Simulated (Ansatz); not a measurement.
# One shape, several levels: triplet BGeH4Cl

Aim: a comparison of 6 runs (UHF/STO-3G, UHF/def2-SVP, U-revPBE/def2-SVP, UBHLYP/def2-SVP, UMP2/def2-SVP, UCCSD/def2-SVP) of triplet BGeH4Cl. 

Program for the calculation: Ansatz 0.2.0.

59 further runs of the same task are left out: 59 set aside as unsound or not needed. Runs told in other sessions of the task aren't counted.

**1. The system as given**

The species is BGeH4Cl (7 atoms), meant as a triplet with charge 0. As SMILES of the parent species, `Cl[BH][GeH3]`. The shape is that of a PBE0-D4/def2-TZVP optimisation. That shape belongs to the parent species and isn't relaxed for this state.

Bond lengths: Cl1–B2 1.738 Å, B2–Ge3 2.066 Å, B2–H4 1.193 Å, Ge3–H5 1.539 Å, Ge3–H6 1.539 Å, Ge3–H7 1.537 Å. Angles: Cl1–B2–Ge3 119.4°, Cl1–B2–H4 116.1°, Ge3–B2–H4 124.5°, B2–Ge3–H5 109.7°, B2–Ge3–H6 109.9°, B2–Ge3–H7 112.6°, H5–Ge3–H6 107.5°, H5–Ge3–H7 108.4°, H6–Ge3–H7 108.5°.

**2. The energy at UHF/STO-3G (run 1)**

File run.yaml:

```yaml
crystal:
  periodic: [false, false, false]
  atoms:
    - {symbol: Cl, position_ang: [-1.976000, -1.523900, 0.066800]}
    - {symbol: B, position_ang: [-0.280900, -1.157900, 0.180500]}
    - {symbol: Ge, position_ang: [0.359600, 0.783200, -0.117500]}
    - {symbol: H, position_ang: [0.439400, -2.075400, 0.430000]}
    - {symbol: H, position_ang: [-0.028000, 1.247000, -1.533300]}
    - {symbol: H, position_ang: [-0.333800, 1.724000, 0.884000]}
    - {symbol: H, position_ang: [1.881000, 0.935000, 0.043800]}
basis:
  gaussian: {orbitals: STO-3G}
magnetization: {spin_polarized: true, initial_magnetization: 2}
hamiltonian: {xc: hf}
accuracy: high
output: {orbitals: {seedname: orbitals}}
```

Started as:

```
$ ansatz run run.yaml --threads 1 --pin off --max-ram 2610MiB --events-out events.jsonl --progress --plain --runs-dir runs
```

The program printed:

```text
Warning: RAYON_NUM_THREADS=1 ignored (pool sized by the plan → 1); use --threads N
Functional definition: HF
  name "HF"
  exchange = exact_x
  correlation = 0
595 factors; integrals over basis functions are off by at most 5.4e-9 eV
mean field evaluation 1: about -68922.2765 eV, gradient 1.0e1 eV
mean field evaluation 2: about -68922.3313 eV, gradient 1.0e1 eV
mean field evaluation 4: about -68923.5756 eV, gradient 1.0e0 eV
mean field evaluation 8: about -68923.6020 eV, gradient 1.0e-2 eV
mean field -68923.60195709 eV, -2532.8956538277 hartree, gradient 8.0e-8 eV, S^2 2.007651; 0 other end points of the search recorded, 0 dependent functions left out
reference -68923.60195709 eV, -2532.8956538277 hartree; 30, 28 occupied and 6, 8 virtual orbitals, 595 factors
Total energy: -68923.60195709 eV, -2532.8956538277 hartree
```

Run time: 0.48 s. Hardware: 1 thread of Arm Neoverse V2, shared host; peak memory 0.096 GiB.

**3. A single-point energy at UHF/def2-SVP (run 2)**

File molecule.yaml:

```yaml
crystal:
  periodic: [false, false, false]
  atoms:
    - {symbol: Cl, position_ang: [-1.976000, -1.523900, 0.066800]}
    - {symbol: B, position_ang: [-0.280900, -1.157900, 0.180500]}
    - {symbol: Ge, position_ang: [0.359600, 0.783200, -0.117500]}
    - {symbol: H, position_ang: [0.439400, -2.075400, 0.430000]}
    - {symbol: H, position_ang: [-0.028000, 1.247000, -1.533300]}
    - {symbol: H, position_ang: [-0.333800, 1.724000, 0.884000]}
    - {symbol: H, position_ang: [1.881000, 0.935000, 0.043800]}
basis:
  gaussian: {orbitals: def2-SVP}
magnetization: {spin_polarized: true, initial_magnetization: 2}
output: {orbitals: {seedname: orbitals}}
accuracy: high
hamiltonian: {xc: hf}
```

Started as:

```
$ ansatz run molecule.yaml --threads 1 --pin off --max-ram 2610MiB --events-out events.jsonl --progress --plain --runs-dir runs
```

The program printed:

```text
Warning: RAYON_NUM_THREADS=1 ignored (pool sized by the plan → 1); use --threads N
[... 4 set-up lines as earlier in the session ...]
1778 factors; integrals over basis functions are off by at most 4.7e-9 eV
mean field evaluation 1: about -69695.8541 eV, gradient 1.1e1 eV
mean field evaluation 2: about -69695.9070 eV, gradient 1.1e1 eV
mean field evaluation 4: about -69697.1812 eV, gradient 2.3e0 eV
mean field evaluation 8: about -69697.2692 eV, gradient 3.3e-1 eV
mean field evaluation 16: about -69697.2784 eV, gradient 3.5e-7 eV
mean field -69697.27841452 eV, -2561.3277392214 hartree, gradient 2.9e-8 eV, S^2 2.013867; 1 other end points of the search recorded, 0 dependent functions left out
reference -69697.27841452 eV, -2561.3277392214 hartree; 30, 28 occupied and 54, 56 virtual orbitals, 1778 factors
Total energy: -69697.27841452 eV, -2561.3277392214 hartree
```

Run time: 3.9 s. Hardware: 1 thread of Arm Neoverse V2, shared host; peak memory 0.31 GiB.

Runs 3 to 4 aren't shown in full; the table further down has their settings and results.

**4. The energy at UMP2/def2-SVP (run 5)**

File job.yaml:

```yaml
crystal:
  periodic: [false, false, false]
  atoms:
    - {symbol: Cl, position_ang: [-1.976000, -1.523900, 0.066800]}
    - {symbol: B, position_ang: [-0.280900, -1.157900, 0.180500]}
    - {symbol: Ge, position_ang: [0.359600, 0.783200, -0.117500]}
    - {symbol: H, position_ang: [0.439400, -2.075400, 0.430000]}
    - {symbol: H, position_ang: [-0.028000, 1.247000, -1.533300]}
    - {symbol: H, position_ang: [-0.333800, 1.724000, 0.884000]}
    - {symbol: H, position_ang: [1.881000, 0.935000, 0.043800]}
basis:
  gaussian: {orbitals: def2-SVP}
magnetization: {spin_polarized: true, initial_magnetization: 2}
correlation: {method: mp2, frozen_orbitals: {B: 1, Cl: 5, Ge: 9, H: 0}}
accuracy: high
```

Started as:

```
$ ansatz run job.yaml --threads 1 --pin off --max-ram 2610MiB --events-out events.jsonl --progress --plain --runs-dir runs
```

The program printed:

```text
Warning: RAYON_NUM_THREADS=1 ignored (pool sized by the plan → 1); use --threads N
[... 4 set-up lines as earlier in the session ...]
1778 factors; integrals over basis functions are off by at most 4.7e-9 eV
mean field evaluation 1: about -69695.8541 eV, gradient 1.1e1 eV
mean field evaluation 2: about -69695.9070 eV, gradient 1.1e1 eV
mean field evaluation 4: about -69697.1812 eV, gradient 2.3e0 eV
mean field evaluation 8: about -69697.2692 eV, gradient 3.3e-1 eV
mean field evaluation 16: about -69697.2784 eV, gradient 3.5e-7 eV
mean field -69697.27841452 eV, -2561.3277392214 hartree, gradient 2.9e-8 eV, S^2 2.013867; 0 other end points of the search recorded, 0 dependent functions left out
15 core orbitals not correlated: weight in the atoms' cores, before any rotation towards them, 1.000 or more for the frozen orbitals, at most 0.000 for the correlated occupied ones
reference -69697.27841452 eV, -2561.3277392214 hartree; 15, 13 occupied and 54, 56 virtual orbitals, 1778 factors
second order -12.13896008 eV of doubles, -0.00000000 eV of singles
Total energy: -69709.41737460 eV, -2561.7738377763 hartree
```

It took 3.6 s on 1 thread of Arm Neoverse V2, shared host; peak memory 0.31 GiB.

**5. The energy at UCCSD/def2-SVP (run 6)**

job.yaml, as its differences from that of step 4:

```diff
@@ -11,5 +11,12 @@
 basis:
-  gaussian: {orbitals: def2-SVP}
-magnetization: {spin_polarized: true, initial_magnetization: 2}
-correlation: {method: mp2, frozen_orbitals: {B: 1, Cl: 5, Ge: 9, H: 0}}
+  gaussian:
+    orbitals: def2-SVP
+magnetization:
+  spin_polarized: true
+  initial_magnetization: 2
+correlation:
+  method: ccsd
+  frozen_orbitals: {B: 1, Cl: 5, Ge: 9, H: 0}
 accuracy: high
+scf:
+  omitted_lower_state_checks: [cluster_reference, increment]
```

Started as:

```
$ ansatz run job.yaml --threads 1 --pin off --max-ram 2610MiB --events-out events.jsonl --progress --plain --runs-dir runs
```

The program printed, cut to the lines that bear on the results:

```text
Warning: RAYON_NUM_THREADS=1 ignored (pool sized by the plan → 1); use --threads N
[... 2 set-up lines as earlier in the session ...]
[...]
1778 factors; integrals over basis functions are off by at most 4.7e-9 eV
[...]
mean field -69697.27841452 eV, -2561.3277392214 hartree, gradient 2.9e-8 eV, S^2 2.013867; 0 other end points of the search recorded, 0 dependent functions left out
15 core orbitals not correlated: weight in the atoms' cores, before any rotation towards them, 1.000 or more for the frozen orbitals, at most 0.000 for the correlated occupied ones
reference -69697.27841452 eV, -2561.3277392214 hartree; 15, 13 occupied and 54, 56 virtual orbitals, 1778 factors
second order -12.13896008 eV of doubles, -0.00000000 eV of singles
cycle   1  -12.60629361 eV  change   -4.7e-1 eV  update   1.0e-1
[...]
cycle  28  -13.17683762 eV  change    1.5e-9 eV  update  8.6e-10
Total energy: -69710.45525214 eV, -2561.8119790724 hartree
Checks for a lower state left out: cluster_reference, increment
```

Run time: 50 s. Hardware: 1 thread of Arm Neoverse V2, shared host; peak memory 0.72 GiB.

**6. Overview of the runs**

```
run              level  frozen core orbitals   energy (Eh)  HOMO energy (eV)   ⟨S²⟩  wall time
  1         UHF/STO-3G                     –  -2532.895654             -5.37  2.008     0.48 s
  2       UHF/def2-SVP                     –  -2561.327739             -7.26  2.014      3.9 s
  3  U-revPBE/def2-SVP                     –  -2563.665525             -3.34  2.004      8.7 s
  4    UBHLYP/def2-SVP                     –  -2563.865953             -5.34  2.007       14 s
  5      UMP2/def2-SVP                    15  -2561.773838                 –  2.014      3.6 s
  6     UCCSD/def2-SVP                    15  -2561.811979                 –  2.014       50 s
```

**7. Results**

```
                                           quantity           value
                                run 6: total energy  -2561.81198 Eh
run 6: correlation energy (15 core orbitals frozen)      -484.2 mEh
           run 6: ⟨S²⟩ of the reference determinant           2.014
                               run 6: T1 diagnostic           0.027
```

Below the UHF energy at the same shape and in the same basis (def2-SVP): UMP2 -446.1 mEh; UCCSD -484.2 mEh. Totals of different functionals can't be ranked against each other. In run 1 the basis is minimal, so the values are rough. All runs together took 81 s, the longest 50 s.
